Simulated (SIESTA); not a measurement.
## CsLiCr2Te2S3 in SIESTA: the effect of starting spin order

Crystal: CsLiCr2Te2S3.

```
Cs Li Cr Te S
1.0
     3.60358    0.00000    0.00000
    -1.80179    3.12079    0.00000
     0.00000    0.00000   19.06651
Cs Li Cr Te S
1 1 2 2 3
Direct
  0.00000 0.00000 0.37399
  0.66667 0.33333 0.01607
  0.00000 0.00000 0.86637
  0.33333 0.66667 0.16833
  0.33333 0.66667 0.53891
  0.66667 0.33333 0.77276
  0.00000 0.00000 0.10030
  0.33333 0.66667 0.92920
  0.66667 0.33333 0.23408
```

The cell was built by a generator and needn't be a form met in nature.

Alike in all runs:

* Program: SIESTA 5.4.2
* Task: single point
* Functional: PBE
* Potentials or basis: PseudoDojo 0.4 standard (PBE files)
* Basis: DZP (energy shift 0.003 Ry; two zetas on semicore shells; d shell added on Cs)
* Grid cutoff: 800 Ry
* Energy shift: 0.003 Ry
* k mesh: 9 × 9 × 2
* Occupations: fermi-dirac, width 0.05 eV

```tsv
starting spin order	spin	starting moments	energy over the lowest run (meV/atom)	final net moment (μB)	final largest site moment (μB)
nm	collinear spin, zero start	[0.0, 0.0, 0.0, 0.0, 0.0, 0.0, 0.0, 0.0, 0.0] μB	?	?	?
fm	collinear spin, ferromagnetic start	[0.0, 0.0, 3.0, 3.0, 0.0, 0.0, 0.0, 0.0, 0.0] μB	0.0	5.65	3.30
fm_larger	collinear spin, fm_larger start	[0.0, 0.0, 4.5, 4.5, 0.0, 0.0, 0.0, 0.0, 0.0] μB	0.0	5.65	3.30
afm	collinear spin, antiferromagnetic start	[0.0, 0.0, 3.0, -3.0, 0.0, 0.0, 0.0, 0.0, 0.0] μB	0.3	-0.34	3.29
ferri	collinear spin, ferrimagnetic start	[0.0, 0.0, 3.0, -1.5, 0.0, 0.0, 0.0, 0.0, 0.0] μB	0.3	-0.34	3.29
```

What does the run with starting spin order nm give?

Energy over the lowest run 278.1 meV/atom; final net moment 0.00 μB; final largest site moment 0.00 μB.
